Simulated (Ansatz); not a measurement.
# CH₈BNSi₂: up Jacob's ladder to CCSD(T)

An exercise on one series of results from a longer session: the logs are not shown, and one member is left open.

Computed with Ansatz 0.2.0, Gaussian basis. Level: functionals in def2-TZVPP, the program's frozen cores in correlated methods.

Levels to be run: PBE-D4, r2SCAN-D4, PBE0-D4, B3LYP-D4, ωB97X-V, ωB97M-V, B2PLYP; CCSD(T)/def2-TZVPP; MP2/def2-QZVPP; extrapolation to the limit.

## Structure used throughout

All runs share one geometry, relaxed beforehand with PBE0-D4 in a triple-zeta def2 set.

13 atoms, charge 0, spin multiplicity 1.

Atoms are counted from 1 here; the program's logs count them from 0.

Bond lengths: B1–C2 1.538 Å, B1–Si5 2.068 Å, B1–H6 1.203 Å, B1–H7 1.224 Å, C2–N3 1.317 Å, C2–Si4 1.903 Å, N3–H8 1.007 Å, N3–H9 1.010 Å, Si4–Si5 2.324 Å, Si4–H10 1.484 Å, Si4–H11 1.492 Å, Si5–H12 1.493 Å, Si5–H13 1.485 Å. Angles: C2–B1–Si5 85.8°, C2–B1–H6 122.0°, C2–B1–H7 109.1°, Si5–B1–H6 127.1°, Si5–B1–H7 86.3°, H6–B1–H7 118.2°, B1–C2–N3 125.7°, B1–C2–Si4 106.1°, N3–C2–Si4 124.6°, C2–N3–H8 122.8°, C2–N3–H9 120.2°, H8–N3–H9 116.9°, C2–Si4–Si5 71.2°, C2–Si4–H10 111.1°, C2–Si4–H11 112.6°, Si5–Si4–H10 120.2°, Si5–Si4–H11 124.7°, H10–Si4–H11 109.6° and more.

The first run:

in.yaml

```yaml
crystal:
  periodic: [false, false, false]
  atoms:
    - {symbol: B, position_ang: [-0.690913, 1.138043, 0.368108]}
    - {symbol: C, position_ang: [-0.732170, -0.356262, 0.006660]}
    - {symbol: N, position_ang: [-1.263645, -1.310341, 0.742711]}
    - {symbol: Si, position_ang: [0.642571, -0.625277, -1.280949]}
    - {symbol: Si, position_ang: [1.366113, 0.948714, 0.268752]}
    - {symbol: H, position_ang: [-1.334893, 1.591165, 1.277455]}
    - {symbol: H, position_ang: [-0.601122, 1.795655, -0.660287]}
    - {symbol: H, position_ang: [-1.123266, -2.289308, 0.551077]}
    - {symbol: H, position_ang: [-1.811025, -1.077660, 1.559440]}
    - {symbol: H, position_ang: [0.202429, -0.194862, -2.630909]}
    - {symbol: H, position_ang: [1.109353, -2.041491, -1.335554]}
    - {symbol: H, position_ang: [2.138148, 0.240471, 1.331840]}
    - {symbol: H, position_ang: [2.119018, 2.146352, -0.183645]}
basis:
  gaussian: {orbitals: def2-TZVPP}
hamiltonian: {xc: pbe, dispersion: d4}
output: {forces: true, orbitals: {seedname: orbitals}}
```

The run is started by

```
$ ansatz run in.yaml --threads 4 --pin off --events-out ev --progress --plain --max-ram 10444MiB
```

Among the steps run: PBE-D4 (GGA); r2SCAN-D4 (meta-GGA); PBE0-D4 (hybrid); B3LYP-D4 (hybrid); ωB97X-V (range-separated); ωB97M-V (range-separated); B2PLYP (double hybrid); CCSD(T) in def2-TZVPP; MP2 in def2-QZVPP.

One of the session's tables, all rows but one given; the rest of the session is left out.

```
            method  atomisation energy (eV)
            PBE-D4                   46.154
         r2SCAN-D4                   45.574
           PBE0-D4                   45.498
          B3LYP-D4                        ?
           ωB97X-V                   45.554
           ωB97M-V                   45.442
            B2PLYP                   44.665
     HF/def2-TZVPP                   32.661
    MP2/def2-TZVPP                   44.131
   CCSD/def2-TZVPP                   43.149
CCSD(T)/def2-TZVPP                   43.864
           MP2/CBS                   45.344
       CCSD(T)/CBS                   45.076
```

Estimate the missing values for B3LYP-D4.

As computed: atomisation energy (eV): 45.424. In the column «atomisation energy (eV)» it lies between MP2/CBS (45.344) and ωB97M-V (45.442).
